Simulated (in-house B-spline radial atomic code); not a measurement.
# Nd¹⁰⁺: excited configurations

Wanted: excitation energies of Nd¹⁰⁺ as differences of total energies (ΔSCF).

Method: Dirac-Hartree-Fock, average of configuration, Fermi nucleus, basis-set limit. Code: in-house B-spline radial atomic code version 1.

## (1) Starting point

```
element       : neodymium (Z = 60)
charge        : +10
electrons     : 50
configuration : [Kr] 4d10 4f2 5s2
Hamiltonian   : Dirac-Coulomb
nucleus       : Fermi, rms radius 4.912 fm
```

Outer shells as boxes (Hund's rule):

[Kr] 4d10 4f2 5s2
```
[Kr] core
4d [↑↓][↑↓][↑↓][↑↓][↑↓]
4f [↑ ][↑ ][  ][  ][  ][  ][  ]
5s [↑↓]
```

The boxes draw the filling by Hund's rule, which heavy ions in jj coupling don't follow; these runs average over all states of the configuration.

Input settings:

```ini
Z = 60
electrons = 50.0
configuration = [Kr] 4d10 4f2 5s2
hamiltonian = dirac
method = hf
spin_polarised = False
nucleus = fermi
rms_radius = 4.9123
mass_number = 142
atomic_mass = 141.907728824
speed_of_light = 137.035999084
```

This reference run was done before. Its total energy is -9599.519808 hartree, and its levels are (the highest eight at most):

| orbital | occupation | energy (eV) | <r> (bohr) |
| --- | --- | --- | --- |
| 4s1/2 | 2 | -500.20 | 0.6026 |
| 4p1/2 | 2 | -431.49 | 0.6193 |
| 4p3/2 | 4 | -407.74 | 0.6442 |
| 4d3/2 | 4 | -293.48 | 0.6832 |
| 4d5/2 | 6 | -289.16 | 0.6922 |
| 5s1/2 | 2 | -179.81 | 1.299 |
| 4f5/2 | 0.857143 | -165.19 | 0.7971 |
| 4f7/2 | 1.14286 | -164.70 | 0.8015 |

## (2) Run with [Kr] 4d9 4f2 5s2 8s1

Input settings:

```ini
Z = 60
electrons = 50.0
configuration = [Kr] 4d9 4f2 5s2 8s1
hamiltonian = dirac
method = hf
spin_polarised = False
nucleus = fermi
rms_radius = 4.9123
mass_number = 142
atomic_mass = 141.907728824
speed_of_light = 137.035999084
```

## (3) Configuration [Kr] 4d10 4f1 5s2 7g1

Changes to the settings of step 2:

```diff
@@ -2,3 +2,3 @@
 electrons = 50.0
-configuration = [Kr] 4d9 4f2 5s2 8s1
+configuration = [Kr] 4d10 4f1 5s2 7g1
 hamiltonian = dirac
```

## (4) Run with [Kr] 4d9 4f2 5s2 7d1

Changes to the settings of step 3:

```diff
@@ -2,3 +2,3 @@
 electrons = 50.0
-configuration = [Kr] 4d10 4f1 5s2 7g1
+configuration = [Kr] 4d9 4f2 5s2 7d1
 hamiltonian = dirac
```

## (5) [Kr] 4d10 4f1 5s2 8d1

Changes to the settings of step 4:

```diff
@@ -2,3 +2,3 @@
 electrons = 50.0
-configuration = [Kr] 4d9 4f2 5s2 7d1
+configuration = [Kr] 4d10 4f1 5s2 8d1
 hamiltonian = dirac
```

## (6) Configuration [Kr] 4d9 4f2 5s2 9g1

Changes to the settings of step 5:

```diff
@@ -2,3 +2,3 @@
 electrons = 50.0
-configuration = [Kr] 4d10 4f1 5s2 8d1
+configuration = [Kr] 4d9 4f2 5s2 9g1
 hamiltonian = dirac
```

## (7) Configuration [Kr] 4d9 4f2 5s2 7s1

Changes to the settings of step 6:

```diff
@@ -2,3 +2,3 @@
 electrons = 50.0
-configuration = [Kr] 4d9 4f2 5s2 9g1
+configuration = [Kr] 4d9 4f2 5s2 7s1
 hamiltonian = dirac
```

**Question.** How far above the reference does each configuration lie (order and size, in eV)?

**Answer**, as computed:

| net move | configuration | energy above the reference (eV) | with Breit, QED, recoil (eV) | largest <r> (bohr) |
| --- | --- | --- | --- | --- |
| 4f → 8d | [Kr] 4d10 4f1 5s2 8d1 | 126.73 | 126.85 | 5.96 |
| 4f → 7g | [Kr] 4d10 4f1 5s2 7g1 | 128.61 | 128.73 | 5.57 |
| 4d → 7s | [Kr] 4d9 4f2 5s2 7s1 | 223.95 | 223.93 | 3.54 |
| 4d → 7d | [Kr] 4d9 4f2 5s2 7d1 | 237.86 | 237.80 | 4.25 |
| 4d → 8s | [Kr] 4d9 4f2 5s2 8s1 | 243.54 | 243.50 | 5.06 |
| 4d → 9g | [Kr] 4d9 4f2 5s2 9g1 | 267.39 | 267.33 | 9.85 |

Quantum defects of the promoted electron, δ = n − ζ/√(−2ε) with ζ = 11 and ε its orbital energy in hartree:

| promotion | δ |
| --- | --- |
| 4f → 8d | 1.267 |
| 4f → 7g | 0.085 |
| 4d → 7s | 1.937 |
| 4d → 7d | 1.280 |
| 4d → 8s | 1.927 |
| 4d → 9g | 0.101 |

**Reading.** The lowest of them is 4f → 8d at 126.73 eV and the highest 4d → 9g at 267.39 eV. Koopmans' estimate of the ionisation threshold is 164.70 eV; 4 configurations exceed it by over 2 % and could autoionise. Of those tabulated, the defect is largest for 7s (1.94) and least for 7g (0.09): low angular momentum penetrates the core, high angular momentum stays outside it. Two partly filled shells share a symmetry and can mix in the average, which may lower the energy, for: 4d → 7d. These are averages over configurations, without correlation, not spectroscopic levels.
